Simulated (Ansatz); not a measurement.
The system is TePd3.

```
Te Pd
1.0
     2.48026   -2.49243    0.00000
     2.48026    2.49243    0.00000
     0.00000    0.00000    5.69533
Te Pd
1 3
Cartesian
  0.0000 0.0000 0.0000
  2.4803 0.0000 1.4347
  0.0000 0.0000 2.8477
  2.4803 0.0000 4.2606
```

The cell comes from a database or a generator and needn't be the stable form of this composition.

Base run:

| Property | Result |
| --- | --- |
| Program | Ansatz 0.2.0 |
| Functional | PBEsol |
| Potentials or basis | all-electron LAPW, scalar-relativistic |
| Cutoff | 233 eV (chosen from the basis error) |
| Basis error allowed | 0.002 eV/atom |
| k mesh | 8 × 8 × 5 |
| Occupations | fermi-dirac, width 0.05 eV |
| Spin | no spin polarisation |

Its results: pressure -8.3 GPa; largest force 0.059 eV/Å.

Task: The run is repeated on the same cell with these changes: functional from PBEsol to LDA. What comes out?

Result: Pressure -12.1 GPa; largest force 0.112 eV/Å.

LDA binds more tightly than PBEsol, so the same cell stands under less pressure.
